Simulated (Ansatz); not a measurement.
# CaScSi3: the cost of one run

Method: DFT PBE, scalar-relativistic, plane waves, PAW, in Ansatz 0.2.0.

### 1 Starting point

It takes space group Pm-3m (No. 221, cubic). The conventional cell has a = 4.295 Å, b = 4.295 Å, c = 4.295 Å, α = 90.00°, β = 90.00°, γ = 90.00°. Around Ca (site symmetry m-3m) lie 12 Si at 3.04 Å. Sc (site symmetry m-3m) is surrounded by 6 Si at 2.15 Å. Si (site symmetry 4/mmm) has 2 Sc at 2.15 Å and 4 Ca at 3.04 Å as nearest neighbours.

As a file:

```
CELL_PARAMETERS angstrom
4.29526 0.00000 0.00000
0.00000 4.29526 0.00000
0.00000 0.00000 4.29526
ATOMIC_POSITIONS crystal
Ca 0.00000 0.00000 0.00000
Sc 0.50000 0.50000 0.50000
Si 0.00000 0.50000 0.50000
Si 0.50000 0.00000 0.50000
Si 0.50000 0.50000 0.00000
```

Recipe of the guess: species swapped into a database cell of PrBPd3 (Pm-3m, No. 221), with Ca on the Pr sites, Sc on the B sites and Si on the Pd sites. Lengths come from tabulated atomic sizes and are only a guess.

### 2 A first look at the guess

Input file input.yaml:

```yaml
crystal:
  lattice:
    - [4.29525537, 0.0, 0.0]
    - [0.0, 4.29525537, 0.0]
    - [0.0, 0.0, 4.29525537]
  atoms:
    - { symbol: Ca, position: [0.0, 0.0, 0.0] }
    - { symbol: Sc, position: [0.5, 0.5, 0.5] }
    - { symbol: Si, position: [0.0, 0.5, 0.5] }
    - { symbol: Si, position: [0.5, 0.0, 0.5] }
    - { symbol: Si, position: [0.5, 0.5, 0.0] }
basis:
  ecutwfc: 420
kpoints:
  mp_grid: { grid: [4, 4, 4] }
hamiltonian:
  xc: pbe
scf:
  occupations: { method: gaussian, width: 0.1 }
  lower_state_search: "off"
output:
  forces: true
  stress: true
  eigenvalues: true
```

Run with:

```bash
ansatz run input.yaml --threads 1 --pin off --max-ram 2048MiB --backend cpu --events-out ev --progress --plain --runs-dir out
```

**Question.** How long does this run take on 1 thread of Intel Xeon Platinum 8375C at 2.90GHz (Ice Lake), shared host, and how much memory does it need?

About 1.3 s, with a peak of 0.39 GiB.
